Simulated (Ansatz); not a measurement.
# C2H7AlGe: rigid torsion scan from a Python script

Aim: a rigid torsion scan, for C2H7AlGe, run from a script. SMILES: C=[C]([AlH2])[GeH3].

Computed with the Python package of Ansatz 0.2.0. Level of theory: Hartree-Fock/def2-SVP.

## 1. The system

Bond lengths: C1–C2 1.322 Å, C2–Al3 1.955 Å, C2–Ge4 1.872 Å, C1–H5 1.145 Å, C1–H6 1.044 Å, Al3–H7 1.652 Å, Al3–H8 1.559 Å, Ge4–H9 1.607 Å, Ge4–H10 1.597 Å, Ge4–H11 1.491 Å. Angles (14 of 15 angles, heavy atoms first): C1–C2–Al3 119.0°, C1–C2–Ge4 122.7°, Al3–C2–Ge4 118.1°, C2–C1–H5 116.4°, C2–C1–H6 127.0°, C2–Al3–H7 119.3°, C2–Al3–H8 122.0°, C2–Ge4–H9 108.7°, C2–Ge4–H10 108.9°, C2–Ge4–H11 113.5°, H5–C1–H6 116.5°, H7–Al3–H8 118.6°, H9–Ge4–H10 105.3°, H9–Ge4–H11 110.3°.

No structure file is read: the coordinates are typed or built in the script.

## 2. The script

Input file torsion_c2h7alge.py:

```python
'''Rigid torsion scan of C2H7AlGe.'''

import ansatz as az
from ase import Atoms

BASIS_SET = 'def2-SVP'
XC = 'hf'
FORCE_TOL = 0.02

atoms = Atoms(['C', 'C', 'Al', 'Ge', 'H', 'H', 'H', 'H', 'H', 'H', 'H'], positions=[
    (0.6307, 1.2805, 0.7898),
    (0.154, 0.183, 0.2279),
    (0.9243, -1.5447, 0.7213),
    (-1.1181, 0.2206, -1.1448),
    (0.1566, 2.2693, 0.4593),
    (1.3602, 1.3392, 1.5338),
    (2.1325, -1.5985, 1.8469),
    (0.4901, -2.8724, 0.0285),
    (-2.1478, 1.4208, -0.8616),
    (-1.9944, -1.1131, -1.0754),
    (-0.5227, 0.3583, -2.5051),
])

# relax first, so that the scan starts from a minimum
first = (
    az.Crystal.molecule_from_ase(atoms).calculation()
    .basis(gaussian=BASIS_SET)
    .functional(XC)
    .relax(force_tolerance=FORCE_TOL, max_steps=80)
)
atoms.positions = first.run().report['positions_ang']

start = atoms.get_dihedral(0, 1, 2, 6)
energies = {}
for turn in range(0, 360, 30):
    turned = atoms.copy()
    turned.set_dihedral(0, 1, 2, 6, start + turn, indices=[2, 6, 7])
    model = (
        az.Crystal.molecule_from_ase(turned).calculation()
        .basis(gaussian=BASIS_SET)
        .functional(XC)
    )
    energies[round((start + turn) % 360)] = model.run().report['free_energy_ev']
floor = min(energies.values())
print('dihedral C0-C1-Al2-H6 (deg)   E - E(min) (eV)')
for angle, e in sorted(energies.items()):
    print(f'{angle:8d} {(e - floor):14.3f}  ' + '#' * int(30 * (e - floor) / max(max(energies.values()) - floor, 1e-9)))
```

## 3. The calls as engine input

The package turns the script's settings into the engine's input (first run):

```yaml
crystal:
  periodic: [false, false, false]
  atoms:
    - { symbol: C, position_ang: [0.6307, 1.2805, 0.7898] }
    - { symbol: C, position_ang: [0.154, 0.183, 0.2279] }
    - { symbol: Al, position_ang: [0.9243, -1.5447, 0.7213] }
    - { symbol: Ge, position_ang: [-1.1181, 0.2206, -1.1448] }
    - { symbol: H, position_ang: [0.1566, 2.2693, 0.4593] }
    - { symbol: H, position_ang: [1.3602, 1.3392, 1.5338] }
    - { symbol: H, position_ang: [2.1325, -1.5985, 1.8469] }
    - { symbol: H, position_ang: [0.4901, -2.8724, 0.0285] }
    - { symbol: H, position_ang: [-2.1478, 1.4208, -0.8616] }
    - { symbol: H, position_ang: [-1.9944, -1.1131, -1.0754] }
    - { symbol: H, position_ang: [-0.5227, 0.3583, -2.5051] }
basis:
  gaussian:
    orbitals: def2-SVP
hamiltonian:
  xc: hf
relax:
  f_tol: 0.02
  max_steps: 80
```

## 4. Running it

Launch:

```sh
$ python torsion_c2h7alge.py
```

**Question.** Where along the turn do the lowest and the highest point lie, and how far apart are they?

**Answer**, as computed:

```
              quantity     value
         runs compared        12
       range of energy  0.182 eV
lowest point, turn (°)         0
```

In words: The lowest point is at 0° and the highest at 90°, 0.182 eV (17.6 kJ/mol) above it, with the rest of the molecule held. Run 0: After 9 moves the largest shift is 0.613 Å, of atom 9 (H). The scan is rigid and the energies are electronic, in a modest basis. With rigid groups the curve can differ much from the relaxed path, the start wasn't checked as a minimum of this torsion, and equivalent turns needn't return to the same energy.
